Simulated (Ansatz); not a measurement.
# CH2BNTe: one species, many methods

An exercise on one series of results from a longer session: the logs are not shown, and one member is left open.

Program: Ansatz 0.2.0, Gaussian basis. Level of theory: functionals in def2-TZVPP, the program's frozen cores in correlated methods. These are calculated values, not measurements.

Plan: LDA (SPW92), PBE-D4, revPBE-D4, BLYP-D4, r2SCAN-D4, B97M-V, PBE0-D4, B3LYP-D4, r2SCANh-D4, r2SCAN0-D4, HSE06-D4, BHLYP-D4, CAM-B3LYP-D4, LC-ωPBE, ωB97X-V, ωB97M-V, B2PLYP, PBE-QIDH; CCSD(T)/def2-SVP; CCSD(T)/def2-TZVPP; MP2/def2-QZVPP; extrapolation to the limit; RPA on PBE.

1 further run of the same task is left out (for a known fault of the program).

### The relaxed structure

All runs share one geometry, relaxed beforehand with PBE0-D4 in a triple-zeta def2 set. Te takes the def2 core potential; no spin-orbit term is included.

SMILES `B1N=C[Te]1`, 6 atoms, charge 0, spin multiplicity 1.

Atoms are counted from 1 here; the program's logs count them from 0.

Bond lengths: B1–N2 1.444 Å, B1–Te4 2.205 Å, B1–H5 1.189 Å, N2–C3 1.282 Å, C3–Te4 2.159 Å, C3–H6 1.095 Å. Angles: N2–B1–Te4 102.9°, N2–B1–H5 126.8°, Te4–B1–H5 127.4°, B1–N2–C3 86.7°, N2–C3–Te4 111.9°, N2–C3–H6 125.4°, Te4–C3–H6 122.3°, B1–Te4–C3 50.9°.

Set-up of the first run:

Input file in.yaml:

```yaml
crystal:
  periodic: [false, false, false]
  atoms:
    - {symbol: B, position_ang: [-0.289873, 0.646381, -0.660929]}
    - {symbol: N, position_ang: [1.049580, 0.321157, -0.231338]}
    - {symbol: C, position_ang: [0.516616, -0.592407, 0.493227]}
    - {symbol: Te, position_ang: [-1.395344, -1.224680, -0.285394]}
    - {symbol: H, position_ang: [-0.744332, 1.734555, -0.814185]}
    - {symbol: H, position_ang: [0.905352, -0.949105, 1.452418]}
basis:
  gaussian: {orbitals: def2-TZVPP}
hamiltonian: {xc: lda}
output: {orbitals: {seedname: orbitals}}
```

Launch:

```bash
$ ansatz run in.yaml --threads 2 --pin off --events-out ev --progress --plain --max-ram 4352MiB
```

Among the steps run: LDA; PBE-D4 (GGA); revPBE-D4 (GGA); BLYP-D4 (GGA); r2SCAN-D4 (meta-GGA); B97M-V (meta-GGA); PBE0-D4 (hybrid); B3LYP-D4 (hybrid); r2SCANh-D4 (hybrid); r2SCAN0-D4 (hybrid); HSE06-D4 (hybrid); BHLYP-D4 (hybrid); CAM-B3LYP-D4 (range-separated); LC-ωPBE (range-separated); ωB97X-V (range-separated); ωB97M-V (range-separated); B2PLYP (double hybrid); PBE-QIDH (double hybrid).

One of the session's tables, all rows but one given; the rest of the session is left out.

It belongs to the step «Orbital energies across the functionals». 

```
  functional  HOMO (eV)  LUMO (eV)  gap (eV)
 LDA (SPW92)      -5.66      -3.24      2.43
      PBE-D4      -5.49      -2.98      2.50
   revPBE-D4      -5.43      -2.89      2.54
     BLYP-D4      -5.32      -2.83      2.49
   r2SCAN-D4      -5.70      -2.80      2.89
      B97M-V      -5.66      -2.67      2.99
     PBE0-D4      -6.48      -2.05      4.43
    B3LYP-D4      -6.27      -2.26      4.01
  r2SCANh-D4      -6.07      -2.46      3.60
  r2SCAN0-D4      -6.62      -1.96      4.66
    HSE06-D4      -6.09      -2.44      3.66
    BHLYP-D4      -7.31      -1.04      6.27
CAM-B3LYP-D4          ?          ?         ?
     LC-ωPBE      -8.94       0.15      9.09
     ωB97X-V      -8.62       0.09      8.71
     ωB97M-V      -8.51      -0.04      8.47
```

**Question.** Estimate the row for CAM-B3LYP-D4.

The run gave: HOMO (eV): -7.67; LUMO (eV): -0.95; gap (eV): 6.72. In the column «HOMO (eV)» it lies between ωB97M-V (-8.51) and BHLYP-D4 (-7.31).
